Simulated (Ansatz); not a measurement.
# triplet CH3BClFO at 6 levels

Aim: a comparison of 6 runs (UHF/cc-pVDZ, UB2PLYP/cc-pVDZ, UB3LYP/cc-pVDZ, UBHLYP/cc-pVDZ, UPBE/cc-pVDZ, RPA@PBE/cc-pVDZ) of triplet CH3BClFO. 

The results are computed with Ansatz 0.2.0.

134 further runs of the same task are left out: 134 set aside as unsound or not needed. Runs told in other sessions of the task aren't counted.

### 1 The molecule

CH3BClFO: 8 atoms, total charge 0, spin state triplet. As SMILES of the parent species, `COB(F)Cl`. Geometry: relaxed at PBE0-D4/def2-TZVP. This is one conformer, not always the lowest. That shape belongs to the parent species and isn't relaxed for this state.

Bond lengths: C1–O2 1.414 Å, O2–B3 1.333 Å, B3–F4 1.320 Å, B3–Cl5 1.765 Å, C1–H6 1.091 Å, C1–H7 1.090 Å, C1–H8 1.091 Å. Angles: C1–O2–B3 126.0°, O2–B3–F4 118.3°, O2–B3–Cl5 124.1°, F4–B3–Cl5 117.7°, O2–C1–H6 108.6°, O2–C1–H7 108.2°, O2–C1–H8 111.7°, H6–C1–H7 109.1°, H6–C1–H8 109.5°, H7–C1–H8 109.7°.

### 2 The energy at UHF/cc-pVDZ (run 1)

The input, molecule.yaml:

```yaml
crystal:
  periodic: [false, false, false]
  atoms:
    - symbol: C
      position_ang: [0.662000, -0.415400, 0.804600]
    - symbol: O
      position_ang: [-0.122300, -0.654500, -0.347500]
    - symbol: B
      position_ang: [-0.782400, 0.264900, -1.051400]
    - symbol: F
      position_ang: [-1.466600, -0.129900, -2.108800]
    - symbol: Cl
      position_ang: [-0.801800, 1.985600, -0.658500]
    - symbol: H
      position_ang: [1.700600, -0.658800, 0.576000]
    - symbol: H
      position_ang: [0.308900, -1.072800, 1.599700]
    - symbol: H
      position_ang: [0.593700, 0.623700, 1.130000]
basis:
  gaussian: {orbitals: cc-pVDZ}
hamiltonian: {xc: hf}
magnetization: {spin_polarized: true, initial_magnetization: 2}
accuracy: high
output: {orbitals: {seedname: orbitals}}
```

Run with:

```sh
ansatz run molecule.yaml --threads 1 --pin off --max-ram 3480MiB --events-out events.jsonl --progress --plain --runs-dir runs
```

Log:

```text
Warning: RAYON_NUM_THREADS=1 ignored (pool sized by the plan → 1); use --threads N
Functional definition: HF
  name "HF"
  exchange = exact_x
  correlation = 0
2055 factors; integrals over basis functions are off by at most 3.5e-9 eV
mean field evaluation 1: about -18986.7113 eV, gradient 2.2e1 eV
mean field evaluation 2: about -18986.8694 eV, gradient 2.2e1 eV
mean field evaluation 4: about -18990.0376 eV, gradient 4.0e0 eV
mean field evaluation 8: about -18990.7578 eV, gradient 7.4e-1 eV
mean field evaluation 16: about -18992.9427 eV, gradient 6.8e-1 eV
mean field evaluation 32: about -18988.1506 eV, gradient 2.5e1 eV
mean field evaluation 64: about -18992.0560 eV, gradient 5.9e-1 eV
mean field evaluation 96: about -18992.1789 eV, gradient 6.1e-1 eV
mean field evaluation 128: about -18990.2624 eV, gradient 3.2e0 eV
mean field evaluation 160: about -18992.9318 eV, gradient 5.9e-1 eV
mean field evaluation 192: about -18985.9062 eV, gradient 1.3e1 eV
mean field evaluation 224: about -18989.8111 eV, gradient 1.3e0 eV
mean field evaluation 256: about -18992.1263 eV, gradient 1.7e0 eV
mean field evaluation 288: about -18990.8064 eV, gradient 1.7e-3 eV
mean field -18992.97275811 eV, -697.9788749611 hartree, gradient 2.4e-8 eV, S^2 2.019696; 4 other end points of the search recorded, 0 dependent functions left out
reference -18992.97275811 eV, -697.9788749611 hartree; 25, 23 occupied and 64, 66 virtual orbitals, 2055 factors
Total energy: -18992.97275811 eV, -697.9788749611 hartree
```

Wall time 15 s (1 thread of Arm Neoverse V2, shared host); peak memory 0.51 GiB.

### 3 A single-point energy at UB2PLYP/cc-pVDZ (run 2)

The input, job.yaml:

```yaml
crystal:
  periodic: [false, false, false]
  atoms:
    - symbol: C
      position_ang: [0.662000, -0.415400, 0.804600]
    - symbol: O
      position_ang: [-0.122300, -0.654500, -0.347500]
    - symbol: B
      position_ang: [-0.782400, 0.264900, -1.051400]
    - symbol: F
      position_ang: [-1.466600, -0.129900, -2.108800]
    - symbol: Cl
      position_ang: [-0.801800, 1.985600, -0.658500]
    - symbol: H
      position_ang: [1.700600, -0.658800, 0.576000]
    - symbol: H
      position_ang: [0.308900, -1.072800, 1.599700]
    - symbol: H
      position_ang: [0.593700, 0.623700, 1.130000]
basis:
  gaussian: {orbitals: cc-pVDZ}
magnetization: {spin_polarized: true, initial_magnetization: 2}
correlation: {frozen_orbitals: {B: 1, C: 1, Cl: 5, F: 1, H: 0, O: 1}}
output: {orbitals: {seedname: orbitals}}
accuracy: high
hamiltonian: {xc: {name: B2PLYP}}
```

Run with:

```sh
ansatz run job.yaml --threads 1 --pin off --max-ram 3480MiB --events-out events.jsonl --progress --plain --runs-dir runs
```

Log:

```text
Warning: RAYON_NUM_THREADS=1 ignored (pool sized by the plan → 1); use --threads N
Functional definition: B2PLYP
  name "B2PLYP"
  parameter a = 0.53
  parameter c = 0.27
  exchange = (1 - a)*b88_x + a*exact_x
  correlation = (1 - c)*lyp_c + c*(mp2_os + mp2_ss)
2055 factors; integrals over basis functions are off by at most 3.5e-9 eV
mean field evaluation 1: about -19017.5436 eV, gradient 4.1e1 eV
mean field evaluation 2: about -19017.6514 eV, gradient 4.1e1 eV
mean field evaluation 4: about -19025.9101 eV, gradient 1.2e1 eV
mean field evaluation 8: about -19027.1614 eV, gradient 6.4e-1 eV
mean field evaluation 16: about -19027.1941 eV, gradient 3.3e-2 eV
mean field evaluation 32: about -19028.8966 eV, gradient 2.8e-7 eV
mean field evaluation 64: about -19018.0765 eV, gradient 2.8e1 eV
mean field evaluation 96: about -19023.5828 eV, gradient 4.4e0 eV
mean field -19028.89664429 eV, -699.2990534284 hartree, gradient 2.6e-8 eV, S^2 2.010523; 8 other end points of the search recorded, 0 dependent functions left out
9 core orbitals not correlated: weight in the atoms' cores, before any rotation towards them, 1.000 or more for the frozen orbitals, at most 0.000 for the correlated occupied ones
reference -19028.89666795 eV, -699.2990542977 hartree; 16, 14 occupied and 64, 66 virtual orbitals, 2055 factors
second order -23.21686560 eV of doubles, -0.00000000 eV of singles
Total energy: -19035.16522166 eV, -699.5294193976 hartree
```

Run time: 35 s. Hardware: 1 thread of Arm Neoverse V2, shared host; peak memory 0.63 GiB.

Runs 3 to 5 aren't shown in full; the table further down has their settings and results.

### 4 A single-point energy at RPA@PBE/cc-pVDZ (run 6)

The input, run.yaml:

```yaml
crystal:
  periodic: [false, false, false]
  atoms:
    - {symbol: C, position_ang: [0.662000, -0.415400, 0.804600]}
    - {symbol: O, position_ang: [-0.122300, -0.654500, -0.347500]}
    - {symbol: B, position_ang: [-0.782400, 0.264900, -1.051400]}
    - {symbol: F, position_ang: [-1.466600, -0.129900, -2.108800]}
    - {symbol: Cl, position_ang: [-0.801800, 1.985600, -0.658500]}
    - {symbol: H, position_ang: [1.700600, -0.658800, 0.576000]}
    - {symbol: H, position_ang: [0.308900, -1.072800, 1.599700]}
    - {symbol: H, position_ang: [0.593700, 0.623700, 1.130000]}
basis:
  gaussian: {orbitals: cc-pVDZ}
total_charge: 0
magnetization: {spin_polarized: true, initial_magnetization: 2}
hamiltonian: {xc: pbe}
correlation: {method: rpa, frozen_orbitals: {B: 1, C: 1, Cl: 5, F: 1, H: 0, O: 1}}
accuracy: high
```

Run with:

```sh
ansatz run run.yaml --threads 1 --pin off --max-ram 3480MiB --events-out events.jsonl --progress --plain --runs-dir runs
```

Log:

```text
Warning: RAYON_NUM_THREADS=1 ignored (pool sized by the plan → 1); use --threads N
Functional definition: PBE
  name "PBE"
  parameter kappa = 0.804
  parameter beta = 0.06672455060314922
  exchange = pbe_x(kappa = kappa, mu = beta*pi^2/3)
  correlation = pbe_c(beta = beta)
2055 factors; integrals over basis functions are off by at most 3.5e-9 eV
mean field evaluation 1: about -19023.1756 eV, gradient 4.4e1 eV
mean field evaluation 2: about -19023.1707 eV, gradient 4.4e1 eV
mean field evaluation 4: about -19029.8373 eV, gradient 2.3e1 eV
mean field evaluation 8: about -19032.8946 eV, gradient 6.6e0 eV
mean field evaluation 16: about -19033.1920 eV, gradient 2.7e-2 eV
mean field evaluation 32: about -19033.1920 eV, gradient 4.9e-7 eV
mean field evaluation 64: about -19033.1905 eV, gradient 1.4e-1 eV
mean field evaluation 96: about -19030.3163 eV, gradient 3.2e0 eV
mean field evaluation 128: about -19033.1777 eV, gradient 1.6e-1 eV
mean field evaluation 160: about -19033.1918 eV, gradient 2.1e-2 eV
mean field evaluation 192: about -19015.6756 eV, gradient 2.8e1 eV
mean field -19033.19197956 eV, -699.4569040879 hartree, gradient 3.7e-8 eV, S^2 2.003087; 8 other end points of the search recorded, 0 dependent functions left out
9 core orbitals not correlated: weight in the atoms' cores, before any rotation towards them, 1.000 or more for the frozen orbitals, at most 0.000 for the correlated occupied ones
reference -18990.69424802 eV, -697.8951412597 hartree; 16, 14 occupied and 64, 66 virtual orbitals, 2055 factors
Total energy: -19022.37515278 eV, -699.0593930358 hartree
```

Run time: 55 s. Hardware: 1 thread of Arm Neoverse V2, shared host; peak memory 0.5 GiB.

### 5 Overview of the runs

| run | level | frozen core orbitals | energy (Eh) | HOMO energy (eV) | ⟨S²⟩ | wall time |
| --- | --- | --- | --- | --- | --- | --- |
| 1 | UHF/cc-pVDZ | – | -697.978875 | -4.36 | 2.020 | 15 s |
| 2 | UB2PLYP/cc-pVDZ | 9 | -699.529419 | -2.41 | 2.011 | 35 s |
| 3 | UB3LYP/cc-pVDZ | – | -699.920267 | -1.12 | 2.005 | 26 s |
| 4 | UBHLYP/cc-pVDZ | – | -699.783382 | -2.40 | 2.009 | 23 s |
| 5 | UPBE/cc-pVDZ | – | -699.456904 | -0.28 | 2.003 | 32 s |
| 6 | RPA@PBE/cc-pVDZ | 9 | -699.059393 | – | 2.003 | 55 s |

### 6 What came out

| quantity | value |
| --- | --- |
| run 6: total energy | -699.05939 Eh |
| run 6: RPA correlation energy (valence) | -1164.3 mEh |
| run 6: ⟨S²⟩ of the reference determinant | 2.003 |

Totals of different functionals can't be ranked against each other. All runs together took 3.1 min, the longest 55 s.
